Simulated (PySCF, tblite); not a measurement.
**C2H5F3P2Si: geometry, infrared bands and NMR shifts**

Aim: predict the infrared bands and NMR shifts of C2H5F3P2Si (`FC(F)(F)/P=P/C[SiH3]`).

Computed with tblite 0.8.0 and PySCF 2.14.0, with density-fitted response routines of our own, on a single molecule in the gas phase. Atoms count from 0, in the outputs and in this text.

**1. Starting geometry**

13 atoms, charge 0, multiplicity 1; geometry from: force field or distance geometry start.

Bonds of the start (Å): F0–C1 1.39, C1–F2 1.39, C1–F3 1.40, C1–P4 1.83, P4–P5 1.97, P5–C6 1.84, C6–Si7 1.87, C6–H8 1.11, C6–H9 1.12, Si7–H10 1.47, Si7–H11 1.47, Si7–H12 1.48.

**2. Geometry optimisation with GFN2-xTB**

The job: settings as JSON, then the geometry in Å.

```
{"job": {"kind": "relax", "xc": "GFN2-xTB", "basis": "xTB"}, "charge": 0, "multiplicity": 1}
F      3.685700    -1.556200     0.126700
C      3.189900    -0.260800     0.058500
F      3.757400     0.455300    -0.988600
F      3.599800     0.425500     1.202100
P      1.371500    -0.270900    -0.164600
P     -0.018500    -0.009700     1.199800
C     -1.836100    -0.020200     0.897000
Si    -2.236400     0.292600    -0.901200
H     -2.315000     0.805200     1.469400
H     -2.316500    -0.966300     1.251900
H     -2.274600     1.733000    -1.195500
H     -3.502000    -0.341800    -1.314700
H     -1.109600    -0.285200    -1.658700
```

The run is started by

```sh
> OMP_NUM_THREADS=1 python probes_run.py task.json out
```

One launch serves the whole session: the jobs run in the order shown.

Log:

```text
step      E/eV     max force
  0    -754.13827    5.189
  1    -754.89562    2.724
  2    -755.20867    1.396
  3    -755.31168    1.036
  4    -755.39385    0.695
  5    -755.43957    0.623
  6    -755.48359    0.676
  7    -755.54049    1.106
  8    -755.63283    1.147
  9    -755.70752    0.810
 10    -755.75656    0.503
 11    -755.77557    0.401
 12    -755.78788    0.354
 13    -755.79931    0.357
 14    -755.81558    0.398
 15    -755.83407    0.416
 16    -755.85049    0.350
 17    -755.86368    0.292
 18    -755.87592    0.381
 19    -755.88637    0.367
 20    -755.89284    0.246
 21    -755.89635    0.156
 22    -755.89923    0.160
 23    -755.90295    0.222
 24    -755.90717    0.214
 25    -755.91062    0.150
 26    -755.91322    0.153
 27    -755.91590    0.154
 28    -755.91925    0.211
 29    -755.92287    0.186
 30    -755.92617    0.146
 31    -755.92946    0.159
 32    -755.93379    0.203
 33    -755.93879    0.230
 34    -755.94242    0.170
 35    -755.94473    0.109
 36    -755.94664    0.144
 37    -755.94868    0.194
 38    -755.95107    0.166
 39    -755.95306    0.159
 40    -755.95468    0.102
 41    -755.95626    0.109
 42    -755.95878    0.157
 43    -755.96219    0.144
 44    -755.96714    0.182
 45    -755.97203    0.149
 46    -755.97606    0.151
 47    -755.97788    0.300
 48    -755.97959    0.157
 49    -755.98109    0.083
 50    -755.98341    0.089
 51    -755.98554    0.100
 52    -755.98708    0.141
 53    -755.98871    0.106
 54    -755.99032    0.085
 55    -755.99220    0.095
 56    -755.99494    0.132
 57    -755.99776    0.156
 58    -755.98874    0.777
 59    -755.99852    0.228
 60    -755.99764    0.262
 61    -756.00407    0.117
 62    -756.00541    0.096
 63    -756.00792    0.161
 64    -756.00984    0.090
 65    -756.01169    0.101
 66    -756.01304    0.101
 67    -756.01519    0.100
 68    -756.01652    0.076
 69    -756.01730    0.075
 70    -756.01787    0.059
 71    -756.01828    0.064
 72    -756.01868    0.061
 73    -756.01907    0.058
 74    -756.01932    0.043
 75    -756.01941    0.040
 76    -756.01947    0.032
 77    -756.01957    0.026
 78    -756.01977    0.042
 79    -756.02008    0.054
 80    -756.02045    0.076
 81    -756.02080    0.068
 82    -756.02100    0.034
 83    -756.02109    0.020
 84    -756.02121    0.026
 85    -756.02136    0.031
 86    -756.02153    0.033
 87    -756.02168    0.029
 88    -756.02179    0.031
 89    -756.02189    0.031
 90    -756.02199    0.025
 91    -756.02209    0.028
 92    -756.02220    0.026
 93    -756.02228    0.021
 94    -756.02233    0.017
 95    -756.02238    0.017
 96    -756.02244    0.017
 97    -756.02249    0.014
 98    -756.02252    0.009
```

Run time: 0.86 s. Hardware: 1 thread of Arm Neoverse V1, shared host; peak memory 0.17 GiB.

Relaxation path: (not every step is listed)

```tsv
step	energy from step 0 (eV)	largest force (eV/Å)
0	0.0000	5.1886
1	-0.7573	2.7239
2	-1.0704	1.3961
3	-1.1734	1.0362
4	-1.2556	0.6946
5	-1.3013	0.6232
6	-1.3453	0.6756
7	-1.4022	1.1059
8	-1.4946	1.1471
16	-1.7122	0.3504
24	-1.7689	0.2142
32	-1.7955	0.2030
40	-1.8164	0.1020
48	-1.8413	0.1568
56	-1.8567	0.1318
64	-1.8716	0.0901
72	-1.8804	0.0613
80	-1.8822	0.0758
88	-1.8835	0.0315
93	-1.8840	0.0206
94	-1.8841	0.0172
95	-1.8841	0.0169
96	-1.8842	0.0169
97	-1.8842	0.0136
98	-1.8842	0.0093
```

Distances of close pairs at the start and the end, largest changes first:

```tsv
bond	before (Å)	after (Å)	change (Å)
P4–P5	1.965	2.032	+0.066
C6–Si7	1.869	1.922	+0.053
C1–F3	1.395	1.343	-0.052
C1–P4	1.832	1.883	+0.051
F0–C1	1.389	1.341	-0.048
C1–F2	1.390	1.345	-0.045
C6–H9	1.119	1.089	-0.030
C6–H8	1.113	1.090	-0.022
```

The final coordinates are the input of the step that follows.

**3. Harmonic vibrations with GFN2-xTB**

The job: settings as JSON, then the geometry in Å.

```
{"job": {"kind": "ir", "xc": "GFN2-xTB", "basis": "xTB"}, "charge": 0, "multiplicity": 1}
F      3.869892    -1.251348     0.380576
C      2.932919    -0.303261     0.233908
F      3.260838     0.388814    -0.871984
F      3.082633     0.542802     1.266214
P      1.224963    -1.079936     0.075375
P      0.246545     0.500996     0.894445
C     -1.493418    -0.068607     0.724289
Si    -2.239542     0.422129    -0.977673
H     -2.076768     0.404019     1.514987
H     -1.565730    -1.147429     0.850574
H     -2.077539     1.864511    -1.160430
H     -3.654347     0.051522    -0.942290
H     -1.514833    -0.323725    -2.005718
```

Log:

```text
mode    cm-1     km/mol
  1      14.6      0.02
  2      43.4      0.08
  3      54.0      0.24
  4      96.4      0.02
  5     126.1      0.42
  6     171.3      0.88
  7     230.8      7.26
  8     264.9      0.62
  9     270.6      0.66
 10     424.2     24.36
 11     467.0     11.08
 12     474.6      8.57
 13     500.4     27.69
 14     514.5     22.97
 15     665.4     30.60
 16     666.9     11.27
 17     681.0     16.19
 18     738.2     42.16
 19     759.8    498.70
 20     765.1    170.88
 21     768.1    203.91
 22     794.9     88.92
 23    1023.9    255.22
 24    1029.5     72.47
 25    1045.2    137.92
 26    1071.8    320.06
 27    1102.1     34.21
 28    1418.2     10.96
 29    2273.4     82.95
 30    2278.3    346.15
 31    2282.1    303.05
 32    2979.2     12.56
 33    2989.5      3.67
```

It took 0.56 s on 1 thread of Arm Neoverse V1, shared host; peak memory 0.17 GiB.

Which atoms move in the most intense modes:

```tsv
cm⁻¹	km/mol	atoms
760	498.7	C6 28 %, H10 20 %, Si7 15 %
765	170.9	H12 54 %, H11 23 %, H10 12 %
768	203.9	H10 47 %, H11 29 %
1024	255.2	C1 67 %, F2 21 %
1045	137.9	C1 62 %, F0 12 %, F3 11 %
1072	320.1	C1 67 %, F0 15 %
2278	346.1	H10 63 %, H11 31 %
2282	303.1	H12 79 %, H11 15 %
```

**4. Nuclear shieldings: PBE0/pcSseg-1**

Same as in step 3 but for these lines:

```diff
@@ -1,2 +1,2 @@
-{"job": {"kind": "ir", "xc": "GFN2-xTB", "basis": "xTB"}, "charge": 0, "multiplicity": 1}
+{"job": {"kind": "nmr", "xc": "PBE0", "basis": "pcSseg-1"}, "charge": 0, "multiplicity": 1}
 F      3.869892    -1.251348     0.380576
```

Level: GIAO PBE0/pcSseg-1 NMR shielding, non-relativistic, gas phase.

Log:

```text
coarse grid: 13408 points
cycle   1  E = -1349.9004985939  dE =  9.431e-01  |g| = 8.849e-01  |ddm| = 3.395e+00
cycle   2  E = -1349.7222080134  dE =  1.783e-01  |g| = 1.383e+00  |ddm| = 1.108e+00
cycle   3  E = -1350.0330288410  dE = -3.108e-01  |g| = 9.674e-02  |ddm| = 7.692e-01
cycle   4  E = -1350.0328636748  dE =  1.652e-04  |g| = 9.779e-02  |ddm| = 2.550e-01
cycle   5  E = -1350.0362889320  dE = -3.425e-03  |g| = 1.419e-02  |ddm| = 1.425e-01
cycle   6  E = -1350.0363451663  dE = -5.623e-05  |g| = 3.980e-03  |ddm| = 2.381e-02
cycle   7  E = -1350.0363478694  dE = -2.703e-06  |g| = 1.077e-03  |ddm| = 3.754e-03
final grid: 119872 points
cycle   8  E = -1350.1021000762  dE = -3.556e-05  |g| = 6.298e-03  |ddm| = 1.992e-02
cycle   9  E = -1350.1020929781  dE =  7.098e-06  |g| = 8.673e-03  |ddm| = 1.060e-02
cycle  10  E = -1350.1021085154  dE = -1.554e-05  |g| = 7.061e-04  |ddm| = 6.335e-03
cycle  11  E = -1350.1021085621  dE = -4.668e-08  |g| = 5.789e-04  |ddm| = 1.632e-03
cycle  12  E = -1350.1021086766  dE = -1.145e-07  |g| = 1.220e-04  |ddm| = 8.466e-04
cycle  13  E = -1350.1021086800  dE = -3.371e-09  |g| = 2.320e-05  |ddm| = 1.454e-04
cycle  14  E = -1350.1021086801  dE = -1.301e-10  |g| = 4.903e-06  |ddm| = 2.842e-05
converged SCF energy = -1350.1021086801

GIAO shielding tensors (ppm)
atom      isotropic    diamagn.    paramagn.     s11        s22        s33       span
  0 F      231.774     469.642    -237.868    157.776    220.758    316.790    159.014
  1 C       45.306     253.592    -208.286     39.349     43.585     52.983     13.634
  2 F      217.760     475.064    -257.304    134.028    211.141    308.111    174.083
  3 F      226.134     476.033    -249.899    155.924    202.654    319.824    163.900
  4 P     -243.262     967.766   -1211.028  -1180.365    105.476    345.103   1525.468
  5 P     -393.508     968.038   -1361.546  -1433.347   -209.901    462.724   1896.071
  6 C      161.715     260.296     -98.580    127.716    176.981    180.449     52.733
  7 Si     411.952     879.161    -467.210    349.326    431.293    455.237    105.911
  8 H       28.905      31.098      -2.193     24.983     26.795     34.937      9.954
  9 H       28.639      32.527      -3.888     24.289     27.515     34.112      9.823
 10 H       27.614      28.598      -0.983     24.629     25.854     32.360      7.731
 11 H       27.225      28.030      -0.805     23.672     24.874     33.129      9.457
 12 H       27.949      28.733      -0.784     24.444     27.227     32.177      7.733
```

Run time: 28 s. Hardware: 1 thread of Arm Neoverse V1, shared host; peak memory 0.82 GiB.

Shifts follow as δ = σ(reference) − σ, with reference shieldings (ppm) from runs at the same level and on the same kind of geometry: 1H TMS 31.72, 13C TMS 186.9, 29Si TMS 349.2, 19F CFCl3 170.9, 31P H3PO4 318.4. The references are single molecules in the gas phase, so shifts against H2O, NH3, PH3, H3PO4 or CFCl3 are not on the usual liquid scales and can be off by tens of ppm. Atoms listed in one row are averaged.

```tsv
atoms	environment	σ (ppm)	δ (ppm)	δ scaled to CDCl3
C1	CF3 carbon	45.3	141.6	136.3
C6	sp3 CH2 bonded to P and Si	161.7	25.2	22.7
H10, H11, H12	hydrogen on a silicon bonded to C	27.60	4.12	–
H8, H9	hydrogen on an sp3 CH2 bonded to P and Si	28.77	2.95	2.88
F0, F2, F3	fluorine of a CF3 group	225.2	-54.3	–
P5	phosphorus bonded to C, P	-393.5	711.9	–
P4	phosphorus bonded to C, P	-243.3	561.6	–
Si7	silicon bonded to C, 3 H	412.0	-62.8	–
```

The scaled column applies a straight-line fit of computed shieldings to shifts measured in CDCl3, and one for carbons that bear F (root-mean-square error 0.16 ppm for H, 1.9 ppm for C).

Charges from the same density, by scheme (e):

```tsv
atoms	Mulliken	IAO	Hirshfeld	ESP fit
F0, F2, F3	-0.26	-0.28	-0.10	-0.24
C1	0.56	0.63	0.20	0.76
P4	0.10	0.07	0.02	-0.17
P5	0.19	0.24	0.10	-0.07
C6	-0.79	-0.73	-0.20	-0.12
Si7	0.51	0.61	0.32	0.30
```

Mayer bond orders: F0–C1 0.99, C1–F2 0.98, C1–F3 0.98, C1–P4 0.90, P4–P5 1.80, P5–C6 0.97, C6–Si7 0.84.

**5. What came out**

| quantity | value |
| --- | --- |
| strongest single infrared mode (GFN2-xTB) | 760 cm⁻¹, 499 km/mol |
| zero-point energy (GFN2-xTB) | 41.4 kcal/mol |
| 13C shifts against TMS (PBE0/pcSseg-1) | 141.6, 25.2 ppm |
| 1H shifts against TMS (PBE0/pcSseg-1, means over atoms taken as alike) | 4.12, 2.95 ppm |
| 19F shifts against CFCl3 (PBE0/pcSseg-1, means over atoms taken as alike) | -54.3 ppm |
| 31P shifts against H3PO4 (PBE0/pcSseg-1) | 711.9, 561.6 ppm |
| 29Si shifts against TMS (PBE0/pcSseg-1) | -62.8 ppm |

In words: Over 98 steps the energy fell by 1.884 eV; of the close pairs, P4–P5 changed most, 1.965 to 2.032 Å. No mode is imaginary among the 33: a minimum at this level. The strongest single mode, at 760 cm⁻¹, is spread over several atoms, C6, H10, Si7 among them. Unscaled tight-binding wavenumbers are off by several per cent, some by more. Its intensities can rank the bands wrongly. At PBE0/pcSseg-1: The largest span, 1896 ppm, is at P5, where the paramagnetic term is -1362 ppm.
